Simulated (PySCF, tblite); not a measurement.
# C₅H₁₁BO: geometry, infrared bands and NMR shifts

Wanted: the infrared bands and NMR shifts of C₅H₁₁BO (`C=CCCBOC`), by calculation.

Computed with tblite 0.8.0 and PySCF 2.14.0, with density-fitted response routines of our own, on a single molecule in the gas phase. Atoms count from 0, in the outputs and in this text.

### 1 The molecule as given

18 atoms, charge 0, multiplicity 1; geometry from: force field or distance geometry start.

Bonds of the start (Å): C0–C1 1.35, C1–C2 1.51, C2–C3 1.52, C3–B4 1.58, B4–O5 1.47, O5–C6 1.41, C0–H7 1.08, C0–H8 1.09, C1–H9 1.08, C2–H10 1.11, C2–H11 1.12, C3–H12 1.12, C3–H13 1.12, B4–H14 1.19, C6–H15 1.10, C6–H16 1.12, C6–H17 1.11.

### 2 Optimising the geometry with GFN2-xTB

Job settings and geometry (Å):

```
{"job": {"kind": "relax", "xc": "GFN2-xTB", "basis": "xTB"}, "charge": 0, "multiplicity": 1}
C     -2.213700    -1.386400     1.439200
C     -2.319000    -0.389900     0.536400
C     -1.111500     0.073000    -0.235200
C     -0.139700     0.848500     0.646900
B      1.109000     1.360500    -0.180400
O      2.468800     0.923600     0.151900
C      2.775700    -0.224700    -0.600000
H     -1.267300    -1.869100     1.640300
H     -3.099800    -1.714100     1.981100
H     -3.286400     0.059200     0.362200
H     -0.621600    -0.800600    -0.709300
H     -1.481900     0.743000    -1.050100
H     -0.651500     1.718900     1.122100
H      0.236400     0.179300     1.464900
H      0.940100     2.132600    -1.074100
H      2.751100    -0.021700    -1.679800
H      2.097300    -1.070900    -0.336700
H      3.805200    -0.555000    -0.344300
```

Launch:

```
$ OMP_NUM_THREADS=1 python probes_run.py task.json out
```

One launch serves the whole session: the jobs run in the order shown.

**Question.** This job is followed by: GFN2-xTB harmonic vibrations, gas phase; GIAO PBE0/pcSseg-1 NMR shielding, non-relativistic, gas phase. What will the session give for the following? strongest single infrared mode (GFN2-xTB); zero-point energy (GFN2-xTB); ¹³C shifts against TMS (PBE0/pcSseg-1); ¹H shifts against TMS (PBE0/pcSseg-1, means over atoms taken as alike); ¹¹B shifts against BF3·OEt2 (PBE0/pcSseg-1); ¹⁷O shifts against H2O (PBE0/pcSseg-1); surface potential, 1st and 99th percentile.

The runs gave:

| quantity | value |
| --- | --- |
| strongest single infrared mode (GFN2-xTB) | 1348 cm⁻¹, 264 km/mol |
| zero-point energy (GFN2-xTB) | 94.9 kcal/mol |
| ¹³C shifts against TMS (PBE0/pcSseg-1) | 151.4, 119.0, 55.5, 31.7, 22.1 ppm |
| ¹H shifts against TMS (PBE0/pcSseg-1, means over atoms taken as alike) | 6.18, 5.32, 5.26, 5.18, 4.15, 1.92, 0.99 ppm |
| ¹¹B shifts against BF3·OEt2 (PBE0/pcSseg-1) | 46.2 ppm |
| ¹⁷O shifts against H2O (PBE0/pcSseg-1) | 183.2 ppm |
| surface potential, 1st and 99th percentile | -1.19 V and 0.90 V |

What this shows: Over 131 steps the energy fell by 1.159 eV; of the close pairs, B4–O5 changed most, 1.466 to 1.325 Å. No mode is imaginary among the 48: a minimum at this level. The strongest single mode, at 1348 cm⁻¹, is spread over many atoms; the largest shares are those of B4, O5. Unscaled tight-binding wavenumbers are off by several per cent, some by more. Its intensities can rank the bands wrongly. C1 (alkene CH) lies farthest downfield among carbon, at 151.4 ppm; the olefinic region. H9 (hydrogen on an alkene CH) lies farthest downfield among hydrogen, at 6.18 ppm; olefinic region. At PBE0/pcSseg-1: Shielding is most anisotropic at O5 (span 426 ppm, paramagnetic term -237 ppm).
